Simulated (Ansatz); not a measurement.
## ScBPt3, space group Pm-3m: a single point

Computed with Ansatz's Python interface.

Script `scf_scbpt3.py`:
```python
# -*- coding: utf-8 -*-
'''Single point of ScBPt3.'''

from collections import Counter
from collections import defaultdict
from pathlib import Path
import argparse
import warnings

import ansatz
from ase import Atoms
import numpy as np
from pymatgen.core import Structure

parser = argparse.ArgumentParser(description='Single point of ScBPt3.')
parser.add_argument('--xc', required=True, help='exchange-correlation functional')
parser.add_argument('--cutoff', type=float, required=True, help='basis')
parser.add_argument('--k-spacing', type=float, default=0.29, help='k-point sampling')
parser.add_argument('--occupations', default='cold', help='how the bands are filled')
args = parser.parse_args()

warnings.simplefilter('ignore', ansatz.DeckWarning)

atoms = Atoms(
    ['Sc', 'B', 'Pt', 'Pt', 'Pt'],
    scaled_positions=[
        [0.0, 0.0, 0.0],
        [0.5, 0.5, 0.5],
        [0.0, 0.5, 0.5],
        [0.5, 0.5, 0.0],
        [0.5, 0.0, 0.5],
    ],
    cell=[
        [4.262156, 0.0, 0.0],
        [0.0, 4.262156, 0.0],
        [0.0, 0.0, 4.262156],
    ],
    pbc=True,
)
cell = ansatz.Crystal.from_ase(atoms)

# the calculation
model = cell.calculation()
model = model.functional(args.xc)
model = model.basis(args.cutoff)
model = model.kpoints(spacing=args.k_spacing)
model = model.occupations(args.occupations, width=50 * ansatz.meV)
model = model.density().electron_localization_function()
model = model.output_files(volumetric_format='npy')
model = model.density_of_states(energy_step=0.1, projected=True)
result = model.run(threads=1)
data = result.report

print('%-22s %14.5f eV' % ('F = E - TS', data['free_energy_ev']))
print('%-22s %14.5f eV' % ('E', data['internal_energy_ev']))
print('%-22s %14.5f eV' % ('Harris-Foulkes', data['harris_foulkes_ev']))
print('%-22s %14.5f eV' % ('Fermi level', data['fermi_energy_ev']))

# ELF is 0.5 in a uniform gas and nears 1 where pairs localise
folder = Path(result.write_results('elf'))
elf = np.load(folder / 'elf.npy')
peak = np.unravel_index(elf.argmax(), elf.shape)
print(f'largest ELF {elf.max():.3f} at grid fractions', np.round(np.array(peak) / elf.shape, 3))
for level in (0.2, 0.5, 0.7, 0.8, 0.9):
    print(f'share of the cell with ELF over {level}: {np.mean(elf > level):.3f}')

dos = result.density_of_states()
energy = np.asarray(dos.energies_ev) - dos.fermi_ev
projected = result.projected_density_of_states()
by_shell = defaultdict(float)
for site in projected.sites:
    for shell in site.shells:
        for part in shell.curves:
            by_shell[f'{site.species} {"spdf"[shell.l]}'] += np.sum(part.g_bin_mean_per_ev, axis=0)
print('E - E_F  ' + ' '.join(f'{name:>7s}' for name in by_shell))
for e in np.arange(-6, 6 + 0.1, 1.0):
    print(f'{e:7.1f}  ' + ' '.join(f'{np.interp(e, energy, curve):7.3f}' for curve in by_shell.values()))

final = Structure(result.lattice.cell_ang, [s.symbol for s in result.lattice.sites], [s.position_frac for s in result.lattice.sites])
print(final.to(fmt='poscar'))

# shortest distances, periodic images included
for index, site in enumerate(final):
    near = final.get_neighbors(site, 4.5)
    edge = 1.15 * min(n.nn_distance for n in near)
    shell = Counter((round(n.nn_distance, 2), n.specie.symbol) for n in near if n.nn_distance < edge)
    print(f'{index:2d} {site.specie.symbol:2s}', ', '.join(f'{count} {symbol} at {d:.2f}' for (d, symbol), count in sorted(shell.items())))
```

```console
$ python scf_scbpt3.py --xc lda --cutoff 450.0
F = E - TS               -38976.73384 eV
E                        -38976.73388 eV
Harris-Foulkes           -38976.73384 eV
Fermi level                  17.52560 eV
largest ELF 0.757 at grid fractions [0.  0.1 0.1]
share of the cell with ELF over 0.2: 0.854
share of the cell with ELF over 0.5: 0.143
share of the cell with ELF over 0.7: 0.015
share of the cell with ELF over 0.8: 0.000
share of the cell with ELF over 0.9: 0.000
E - E_F     Sc s    Sc p    Sc d     B s     B p    Pt s    Pt p    Pt d
   -6.0    0.067   0.005   0.039   0.174   0.685   0.221   0.030   1.985
   -5.0    0.389   0.007   0.299   0.002   0.118   0.421   0.014   3.977
   -4.0    0.052   0.017   0.368   0.031   0.459   0.266   0.025   8.245
   -3.0    0.041   0.004   0.406   0.044   0.174   0.203   0.012   5.938
   -2.0    0.138   0.001   0.215   0.017   0.150   0.103   0.009   2.474
   -1.0    0.021   0.000   0.021   0.000   0.000   0.000   0.000   0.349
    0.0    0.009   0.001   0.610   0.027   0.529   0.384   0.012   1.631
    1.0    0.045   0.000   5.650   0.159   0.213   0.036   0.011   0.950
    2.0    0.047   0.000   3.365   0.024   0.295   0.063   0.005   0.554
    3.0    0.198   0.000   0.163   0.000   0.012   0.027   0.000   0.060
    4.0    0.366   0.000   0.105   0.018   0.072   0.472   0.001   0.117
    5.0    0.002   0.000   0.000   0.000   0.000   0.001   0.000   0.000
    6.0    0.000   0.000   0.000   0.000   0.000   0.000   0.000   0.000
Sc1 B1 Pt3
1.0
   4.2621560000000001    0.0000000000000000    0.0000000000000000
   0.0000000000000000    4.2621560000000001    0.0000000000000000
   0.0000000000000000    0.0000000000000000    4.2621560000000001
Sc B Pt
1 1 3
direct
   0.0000000000000000    0.0000000000000000    0.0000000000000000 Sc
   0.5000000000000000    0.5000000000000000    0.5000000000000000 B
   0.0000000000000000    0.5000000000000000    0.5000000000000000 Pt
   0.5000000000000000    0.5000000000000000    0.0000000000000000 Pt
   0.5000000000000000    0.0000000000000000    0.5000000000000000 Pt

 0 Sc 12 Pt at 3.01
 1 B  6 Pt at 2.13
 2 Pt 2 B at 2.13
 3 Pt 2 B at 2.13
 4 Pt 2 B at 2.13
```

Notes:
- Total energies depend on the potentials; only differences at equal settings carry meaning. A total without «per atom» is that of the cell as typed.
- The run is spin-unpolarised.
- The negative TS is no error: cold and Methfessel-Paxton smearing have a generalised entropy.
- For a metal this k-point mesh is coarse: on a finer one energies can move by several to tens of meV an atom and pressures by half a GPa or more, differences at one mesh by less.
- Only differences from the Fermi energy are physical; the zero of the scale is a convention.
- Projections exist only for the shells that the potentials hold, some of them semicore, and samples at single energies can miss narrow peaks.
- Spin-orbit coupling, which matters for elements this heavy, is left out.
- Grid values close to the nuclei reflect the PAW or pseudopotential construction, not the all-electron fields.
- The structure comes from a database of computed cells and needn't be a stable or known phase.
- The computed bands are complete only to about 2.9 eV above the Fermi level; beyond that the density of states is undercounted.
- Run time: 4.3 s on 1 thread of Arm Neoverse V2 (shared host), peak memory 0.44 GiB.

(A comment or docstring line of the script was reworded after the run, the code is as it ran; lines on the test bed's own set-up are left out of the output.)
